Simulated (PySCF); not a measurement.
# C2H6Cl2Si: the cost of one run

Computed with PySCF 2.14.0, with density-fitted response routines of our own, on a single molecule in the gas phase. Atoms count from 0, in the outputs and in this text.

## 1. The starting structure

11 atoms, charge 0, multiplicity 1; geometry from: GFN2-xTB. The atoms were then displaced at random by about 0.01 Å, so the start is not that level's minimum.

Bonds of the start (Å): Cl0–C1 1.81, C1–Si2 1.91, Si2–C3 1.96, C3–Cl4 1.76, C1–H5 1.09, C1–H6 1.07, Si2–H7 1.47, Si2–H8 1.43, C3–H9 1.10, C3–H10 1.09.

## 2. Optimising the geometry at PBE0-D3(BJ)/def2-SVP

What the job is given:

```
{"job": {"xc": "PBE0", "basis": "def2-SVP", "d3": "d3bj", "grid": 1, "shake": 0.01, "kind": "geom"}, "charge": 0, "multiplicity": 1}
Cl    -1.364300    -2.092800     0.014740
C     -1.558710    -0.332090     0.379010
Si    -0.163330     0.617680    -0.507410
C      1.539580    -0.085740     0.148410
Cl     2.843090     0.807990    -0.620690
H     -1.534820    -0.231040     1.461880
H     -2.527710    -0.030680     0.032360
H     -0.235850     2.041240    -0.145990
H     -0.231020     0.396240    -1.919540
H      1.628450     0.021650     1.237410
H      1.642720    -1.138280    -0.095850
```

On the command line:

```
$ OMP_NUM_THREADS=1 python probes_run.py task.json out
```

This one command runs all jobs of the session in turn.

**Question.** How long does this first job take on 1 thread of Intel Xeon 6975P-C, shared host, and how much memory does it need?

About 31 s, with a peak of 0.46 GiB.
